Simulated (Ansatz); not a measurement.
## C2H3BrO, SMILES C=C(O)Br: a rigid scan of one bond length, step by step

Program: the Ansatz DFT code, driven from Python.

Notebook, run cell by cell (the value of a cell's last expression is shown):

**Cell 1**
```python
import ansatz as az
import matplotlib.pyplot as plt
import numpy as np
```

**Cell 2**
```python
BASIS_SET = 'def2-SVP'
FUNCTIONAL = 'cam_b3lyp'
```

**Cell 3**
```python
GEOMETRY = '''
C    -0.08380    0.48240    0.70210
C    -0.26060   -0.22810   -0.40880
O     0.77710   -0.91010   -0.95300
Br   -1.81780   -0.38170   -1.29600
H    -0.98050    1.05730    1.08210
H     0.81010    0.64910    1.21210
H     1.61670   -0.73700   -0.38410
'''
```

**Cell 4**
```python
system = az.Crystal.molecule()
for line in GEOMETRY.strip().splitlines():
    symbol, *xyz = line.split()
    system = system.atom(symbol, [float(v) for v in xyz])
```

**Cell 5**
```python
symbols = [site.symbol for site in system.cartesian_sites]
start = np.array([site.position_ang for site in system.cartesian_sites])
axis = (start[2] - start[1]) / np.linalg.norm(start[2] - start[1])
moving = [2, 6]
lengths, energies = [1.193, 1.247, 1.302, 1.356, 1.41, 1.464, 1.518, 1.6], []
for length in lengths:
    xyz = start.copy()
    xyz[moving] += (length - np.linalg.norm(start[2] - start[1])) * axis
    point = az.Crystal.molecule()
    for symbol, place in zip(symbols, xyz):
        point = point.atom(symbol, place.tolist())
    model = point.calculation()
    model = model.basis(gaussian=BASIS_SET)
    model = model.functional(FUNCTIONAL)
    report = model.run().report
    energies.append(report['free_energy_ev'])
    print(f'r = {length:6.3f} A  E = {energies[-1]:.5f} eV  <S^2> = {abs(report["mean_field"]["state"]["spin_squared"]):.3f}')
```
Output:
```text
r =  1.193 A  E = -74204.04318 eV  <S^2> = 0.000
r =  1.247 A  E = -74204.51956 eV  <S^2> = 0.000
r =  1.302 A  E = -74204.76253 eV  <S^2> = 0.000
r =  1.356 A  E = -74204.82787 eV  <S^2> = 0.000
r =  1.410 A  E = -74204.76961 eV  <S^2> = 0.000
r =  1.464 A  E = -74204.62359 eV  <S^2> = 0.000
r =  1.518 A  E = -74204.41660 eV  <S^2> = 0.000
r =  1.600 A  E = -74204.02898 eV  <S^2> = 0.000
```

**Cell 6**
```python
# quartic fit about the minimum
fit = np.polynomial.Polynomial.fit(lengths, np.array(energies) - min(energies), 4).convert()
roots = [r.real for r in fit.deriv().roots() if abs(r.imag) < 1e-9 and fit.deriv(2)(r.real) > 0]
r_e = min(roots, key=lambda r: abs(r - lengths[int(np.argmin(energies))]))
print(f'minimum of the fit at {r_e:.4f} A, force constant {fit.deriv(2)(r_e):.2f} eV/A^2')
plt.figure(figsize=(4.5, 3))
plt.plot(lengths, np.array(energies) - min(energies), 'o-')
plt.xlabel('bond length (A)')
plt.ylabel('E - E(min) (eV)')
plt.tight_layout()
plt.savefig('scan.png', dpi=100)
```
Output:
```text
minimum of the fit at 1.3541 A, force constant 43.01 eV/A^2
```

Caveats:
- Total energies depend on the basis set; only differences at equal settings carry meaning.
- The rest of the molecule is held rigid at a force-field or estimated start geometry, and the basis set is modest; single-reference methods fail as a bond breaks.
- The orbitals are restricted, so S² is zero by construction.
- Wall time of the script: 21 s on 1 thread of Arm Neoverse V2 (shared host), peak memory 0.3 GiB.
